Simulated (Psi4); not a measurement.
**SiHCl2O (SMILES [O][SiH](Cl)Cl): UCAM-B3LYP/6-311+G(d,p)**

Aim: the vertical ionisation energy of SiHCl2O at UCAM-B3LYP/6-311+G**, from 2 runs. 

Program for the calculation: Psi4 1.11.

1 further run of the same task is left out (it didn't finish).

## 1. The molecule

The species is SiHCl2O (5 atoms), meant as a doublet with charge 0. SMILES: `[O][SiH](Cl)Cl`. The coordinates come from a PBE0-D4/def2-TZVP relaxation.

Bond lengths: O1–Si2 1.649 Å, Si2–Cl3 2.028 Å, Si2–Cl4 2.028 Å, Si2–H5 1.479 Å. Angles: O1–Si2–Cl3 111.9°, O1–Si2–Cl4 111.9°, Cl3–Si2–Cl4 108.4°, O1–Si2–H5 101.4°, Cl3–Si2–H5 111.6°, Cl4–Si2–H5 111.6°.

## 2. Energy and forces at UCAM-B3LYP/6-311+G(d,p)

File cl2hosi.py:

```python
import psi4

psi4.set_memory('1600 MB')
psi4.set_num_threads(1)
psi4.set_output_file('psi4.out', False)

m = psi4.geometry("""
0 2
O      0.17404378    -1.35871308     2.86690350
Si     0.15930391    -0.07558904     0.02815692
Cl    -0.98964957     3.58027512     0.11489535
Cl    -2.10156442    -1.99573976    -2.39957423
H      2.85197467    -0.28931707    -0.68842723
units bohr
symmetry c1
no_reorient
no_com
""")

psi4.set_options({
    'basis': '6-311+G**',
    'reference': 'uks',
    'puream': True,
    'e_convergence': 1e-09,
    'd_convergence': 1e-08,
    'scf_type': 'pk',
    'dft_radial_points': 99,
    'dft_spherical_points': 590,
    'maxiter': 200,
})

result, w = psi4.gradient("cam-b3lyp", molecule=m, return_wfn=True)
psi4.oeprop(w, "QUADRUPOLE", "MAYER_INDICES", "LOWDIN_CHARGES", title="CAM-B3LYP")
print('gradient / Eh bohr^-1')
print(result.np.round(6))
print(f'energy = {w.energy():.10f} Eh')
```

Started as:

```bash
$ python cl2hosi.py
```

psi4.out:

```text
[...]
  Running in c1 symmetry.
[...]
  Nuclear repulsion =  266.665462402064918
[...]
  Multiplicity = 2
[...]
  Nalpha       = 29
  Nbeta        = 28
[...]
    Number of basis functions: 118
[...]
   @UKS iter   1: -1285.35969745182342    5.68134e-02   7.94401e-03 DIIS/ADIIS
[...]
   @UKS iter  21: -1285.82454950497458    7.04858e-11   6.05000e-09 DIIS
[...]
   @S^2 Observed:                7.529656022E-01
[...]
  @UKS Final Energy: -1285.82454950497458
   => Energetics <=
    Nuclear Repulsion Energy =            266.6654624020649180
    One-Electron Energy =               -2306.5650913778222275
    Two-Electron Energy =                 819.9464781950102861
    DFT Exchange-Correlation Energy =     -65.8713987242275465
    Empirical Dispersion Energy =           0.0000000000000000
    VV10 Nonlocal Energy =                  0.0000000000000000
    Total Energy =                      -1285.8245495049745841
[...]
  -Total Gradient:
     Atom            X                  Y                   Z
    ------   -----------------  -----------------  -----------------
       1        0.015112510235     0.004649962963    -0.016996906416
       2       -0.022694220174    -0.002315078954     0.015140075714
       3       -0.000137050397    -0.001615338853    -0.005116535085
       4        0.001137176379     0.004746133788    -0.002240196775
       5        0.006563300178    -0.005457641465     0.009203851629
[...]
 Multipole Moments:
 ------------------------------------------------------------------------------------
     Multipole            Electronic (a.u.)      Nuclear  (a.u.)        Total (a.u.)
 ------------------------------------------------------------------------------------
 L = 1.  Multiply by 2.5417464519 to convert [e a0] to [Debye]
 Dipole X            :         46.3360744          -46.0760582            0.2600162
 Dipole Y            :        -14.6163513           14.7198328            0.1034815
 Dipole Z            :         15.8539522          -16.1985433           -0.3445911
 Magnitude           :                                                    0.4439143
 L = 2.  Multiply by 1.3450342976 to convert [e a0^2] to [Debye ang]
 Quadrupole XX       :       -133.4356702          100.4630255          -32.9726447
 Quadrupole XY       :         -8.1263009            8.1807727            0.0544718
[...]
```

The script printed:

```text
Memory set to   1.490 GiB by Python driver.
  Threads set to 1 by Python driver.
gradient / Eh bohr^-1
[[ 0.015113  0.00465  -0.016997]
 [-0.022694 -0.002315  0.01514 ]
 [-0.000137 -0.001615 -0.005117]
 [ 0.001137  0.004746 -0.00224 ]
 [ 0.006563 -0.005458  0.009204]]
energy = -1285.8245495050 Eh
```

Run time: 44 s. Hardware: 1 thread of Intel Xeon 6975P-C (Granite Rapids), shared host; peak memory 0.89 GiB.

## 3. The singlet cation: a single-point energy at CAM-B3LYP/6-311+G(d,p)

File cl2hosi.xyz:

```xyz
5
Cl2HOSi
O      0.092100    -0.719000     1.517100
Si     0.084300    -0.040000     0.014900
Cl    -0.523700     1.894600     0.060800
Cl    -1.112100    -1.056100    -1.269800
H      1.509200    -0.153100    -0.364300
```

File run.py:

```python
import numpy as np
from ase.calculators.psi4 import Psi4
from ase.io import read

a = read('cl2hosi.xyz')
calc = Psi4(atoms=a, method='cam-b3lyp', basis='6-311+G**', memory='1600MB', num_threads=1, charge=1, multiplicity=1, label='psi4-calc')
calc.psi4.set_options({'puream': True, 'e_convergence': 1e-09, 'd_convergence': 1e-08, 'scf_type': 'pk', 'dft_radial_points': 99, 'dft_spherical_points': 590})
a.calc = calc

print(f'energy: {a.get_potential_energy():.6f} eV')
```

Started as:

```bash
$ python run.py
```

psi4-calc.dat:

```text
[...]
  Running in c1 symmetry.
[...]
  Nuclear repulsion =  266.665462182626754
[...]
  Multiplicity = 1
[...]
  Nalpha       = 28
  Nbeta        = 28
[...]
    Number of basis functions: 118
[...]
   @RKS iter   1: -1284.76439574842925    6.52119e-01   8.19140e-03 DIIS/ADIIS
[...]
   @RKS iter  34: -1285.32639288090650    1.35515e-10   7.64715e-09 DIIS
[...]
    Orbital Energies [Eh]
    ---------------------
    Doubly Occupied:
       1A   -101.882361     2A   -101.882342     3A    -66.534025
       4A    -19.576439     5A     -9.797814     6A     -9.797796
       7A     -7.562840     8A     -7.562823     9A     -7.554489
      10A     -7.554470    11A     -7.553197    12A     -7.553180
      13A     -5.705742    14A     -4.064987    15A     -4.064535
      16A     -4.063866    17A     -1.353858    18A     -1.183053
      19A     -1.156172    20A     -0.874597    21A     -0.764803
      22A     -0.751294    23A     -0.747522    24A     -0.687242
      25A     -0.657874    26A     -0.642874    27A     -0.634892
      28A     -0.620427
[...]
  @RKS Final Energy: -1285.32639288090650
   => Energetics <=
    Nuclear Repulsion Energy =            266.6654621826267544
    One-Electron Energy =               -2293.0273131968224334
    Two-Electron Energy =                 806.6423903790298482
    DFT Exchange-Correlation Energy =     -65.6069322457406798
    Empirical Dispersion Energy =           0.0000000000000000
    VV10 Nonlocal Energy =                  0.0000000000000000
    Total Energy =                      -1285.3263928809064964
[...]
 Multipole Moments:
 ------------------------------------------------------------------------------------
     Multipole            Electronic (a.u.)      Nuclear  (a.u.)        Total (a.u.)
 ------------------------------------------------------------------------------------
 L = 1.  Multiply by 2.5417464519 to convert [e a0] to [Debye]
 Dipole X            :         -1.4826329            2.5234885            1.0408556
 Dipole Y            :          0.6699809           -0.7906295           -0.1206486
 Dipole Z            :         -0.8297247            0.6373724           -0.1923524
 Magnitude           :                                                    1.0653337
[...]
```

The script printed:

```text
Memory set to   1.490 GiB by Python driver.
  Threads set to 1 by Python driver.

  Memory set to   1.490 GiB by Python driver.
  Threads set to 1 by Python driver.
energy: -34975.512644 eV
```

Wall time 32 s (1 thread of Intel Xeon 6975P-C (Granite Rapids), shared host); peak memory 0.9 GiB.

## 4. Summary of results

Level: UCAM-B3LYP/6-311+G**.

| quantity | value |
| --- | --- |
| doublet SiHCl2O: total energy | -1285.82455 Eh |
| doublet SiHCl2O: dipole moment | 1.13 D |
| doublet SiHCl2O: HOMO energy (highest over α and β) | -10.97 eV |
| doublet SiHCl2O: LUMO energy (lowest over α and β) | -4.75 eV |
| doublet SiHCl2O: ⟨S²⟩ | 0.753 |
| doublet SiHCl2O: largest force on an atom | 1.408 eV/Å |
| singlet cation: total energy | -1285.32639 Eh |
| singlet cation: HOMO energy | -16.88 eV |
| singlet cation: LUMO energy | -13.96 eV |
| singlet cation: HOMO–LUMO gap | 2.92 eV |
| vertical ionisation energy (to the singlet cation) | 13.556 eV |

In words: Removing an electron at fixed nuclei costs 13.56 eV (1308 kJ/mol). The largest force (doublet SiHCl2O) is 1.41 eV/Å: the shape isn't a stationary point for this species at this level. Only the singlet of the ionised species was computed; a triplet could lie lower.
